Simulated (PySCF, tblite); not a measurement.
**CH₈NOSSi₃ radical: geometry, infrared bands and EPR parameters**

What infrared bands and EPR parameters should CH₈NOSSi₃ radical (`[H]/N=[C]/[SiH2]S[SiH2]O[SiH3]`) show?

The runs use tblite 0.8.0 and PySCF 2.14.0, with density-fitted response routines of our own; the level of theory stands in each step. All values are computed, except where a source is named. Atoms are numbered from 0 throughout.

## (1) The molecule as given

15 atoms, charge 0, multiplicity 2; geometry from: force field or distance geometry start.

Bonds of the start (Å): N0–C1 1.18, C1–Si2 1.88, Si2–S3 2.15, S3–Si4 2.14, Si4–O5 1.65, O5–Si6 1.65, N0–H7 1.03, Si2–H8 1.48, Si2–H9 1.48, Si4–H10 1.47, Si4–H11 1.48, Si6–H12 1.48, Si6–H13 1.49, Si6–H14 1.49.

## (2) Optimising the geometry with GFN2-xTB

The job: settings as JSON, then the geometry in Å.

```
{"job": {"kind": "relax", "xc": "GFN2-xTB", "basis": "xTB"}, "charge": 0, "multiplicity": 2}
N      3.425700     1.726500     0.040600
C      2.967600     0.806800    -0.538200
Si     2.242900    -0.705500    -1.397800
S      0.202300    -0.284800    -1.942300
Si    -0.495600    -0.304300     0.085400
O     -2.141200    -0.150700     0.032300
Si    -3.391300    -0.034600     1.097200
H      3.271600     2.615900    -0.462400
H      2.294400    -1.924700    -0.554300
H      2.971600    -0.980000    -2.652800
H      0.086100     0.837900     0.811800
H     -0.137100    -1.588100     0.726300
H     -4.677000     0.066200     0.370500
H     -3.409400    -1.244300     1.961100
H     -3.215100     1.171400     1.954400
```

Started as:

```
$ OMP_NUM_THREADS=1 python probes_run.py task.json out
```

One launch serves the whole session: the jobs run in the order shown.

**Question.** This job is followed by: GFN2-xTB harmonic vibrations, gas phase; UKS B3LYP, pcH-1 on C H N O S Si, non-relativistic, mean-field spin-orbit, GIAO. Predict these results of the whole session: strongest single infrared mode (GFN2-xTB); zero-point energy (GFN2-xTB); g(iso) (B3LYP); ⟨S²⟩; largest a(iso) (averaged by class); potential on the surface of density 0.002 e/bohr³, 1st and 99th percentile.

**Answer**, as computed:

| quantity | value |
| --- | --- |
| strongest single infrared mode (GFN2-xTB) | 1112 cm⁻¹, 631 km/mol |
| zero-point energy (GFN2-xTB) | 51.2 kcal/mol |
| g(iso) (B3LYP) | 2.00135 |
| ⟨S²⟩ | 0.753 (exact 0.75) |
| largest a(iso) (averaged by class) | 1H on H7, 175.7 MHz |
| potential on the surface of density 0.002 e/bohr³, 1st and 99th percentile | -0.90 V and 1.84 V |

**Reading.** Relaxing lowered the energy by 0.584 eV in 121 steps; the close pair that moved most is Si4–O5, from 1.654 to 1.606 Å. The lowest mode is imaginary (24i cm⁻¹), so the xTB geometry is not a minimum: the zero-point energy counts the real modes alone, and all values at this geometry belong to a saddle point. The strongest single mode, at 1112 cm⁻¹, moves mainly O5. Unscaled tight-binding wavenumbers are off by several per cent, some by more. Its intensities can rank the bands wrongly. Most of the unpaired spin sits on C1 (0.63 e). The isotropic g lies 1.0 ppt below the free-electron value. These values are for one conformer; the search (at its own cheap level) found 2 more, at 0.11, 0.28 kcal/mol, and measured spectra average over such forms.
